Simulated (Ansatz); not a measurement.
# CH4ClNSi: basis-set convergence

An exercise on one series of results from a longer session: the logs are not shown, and one member is left open.

Program: Ansatz 0.2.0, Gaussian basis. Level of theory: one geometry, several basis sets. These are calculated values, not measurements.

Plan: PBE0-D4/def2-SVP; ωB97M-V/def2-SVP; PBE0-D4/def2-QZVPP; ωB97M-V/def2-QZVPP; the functionals' def2-TZVPP values are taken from earlier runs.

## The geometry

The geometry comes from an earlier relaxation with PBE0-D4 in a triple-zeta def2 set; it is a stationary point, not always the lowest conformer.

SMILES `N=C([SiH3])Cl`, 8 atoms, charge 0, spin multiplicity 1.

Atoms are counted from 1 here; the program's logs count them from 0.

Bond lengths: N1–C2 1.248 Å, N1–H5 1.020 Å, C2–Si3 1.893 Å, C2–Cl4 1.786 Å, Si3–H6 1.482 Å, Si3–H7 1.482 Å, Si3–H8 1.480 Å. Angles: C2–N1–H5 114.3°, N1–C2–Si3 124.3°, N1–C2–Cl4 123.1°, Si3–C2–Cl4 112.7°, C2–Si3–H6 107.7°, C2–Si3–H7 107.7°, C2–Si3–H8 108.6°, H6–Si3–H7 109.8°, H6–Si3–H8 111.4°, H7–Si3–H8 111.4°.

The first run:

The input, in.yaml:

```yaml
crystal:
  periodic: [false, false, false]
  atoms:
    - {symbol: N, position_ang: [-0.133963, 1.454717, -0.961907]}
    - {symbol: C, position_ang: [-0.418521, 0.335375, -0.490032]}
    - {symbol: Si, position_ang: [0.653358, -0.598331, 0.760326]}
    - {symbol: Cl, position_ang: [-1.899099, -0.560559, -0.931261]}
    - {symbol: H, position_ang: [-0.820556, 1.817518, -1.623873]}
    - {symbol: H, position_ang: [1.022560, -1.900497, 0.155691]}
    - {symbol: H, position_ang: [-0.163537, -0.822565, 1.976881]}
    - {symbol: H, position_ang: [1.851856, 0.217343, 1.058375]}
basis:
  gaussian: {orbitals: def2-SVP}
hamiltonian: {xc: pbe0, dispersion: d4}
output: {orbitals: {seedname: orbitals}}
```

Steps of the session up to this table: PBE0-D4 in def2-SVP; ωB97M-V in def2-SVP; PBE0-D4 in def2-QZVPP; ωB97M-V in def2-QZVPP.

One table of the session follows, with a row left open; its other results are not shown here.

It belongs to the step «Density functionals: the series». 

```
functional       basis  HOMO (eV)
   PBE0-D4    def2-SVP      -8.07
   PBE0-D4  def2-TZVPP      -8.27
   PBE0-D4  def2-QZVPP      -8.31
   ωB97M-V    def2-SVP     -10.26
   ωB97M-V  def2-TZVPP          ?
   ωB97M-V  def2-QZVPP     -10.54
```

Q: Estimate the row for ωB97M-V, def2-TZVPP from the others.

**Answer.** HOMO (eV): -10.50. In the column «HOMO (eV)» it lies between ωB97M-V, def2-QZVPP (-10.54) and ωB97M-V, def2-SVP (-10.26).
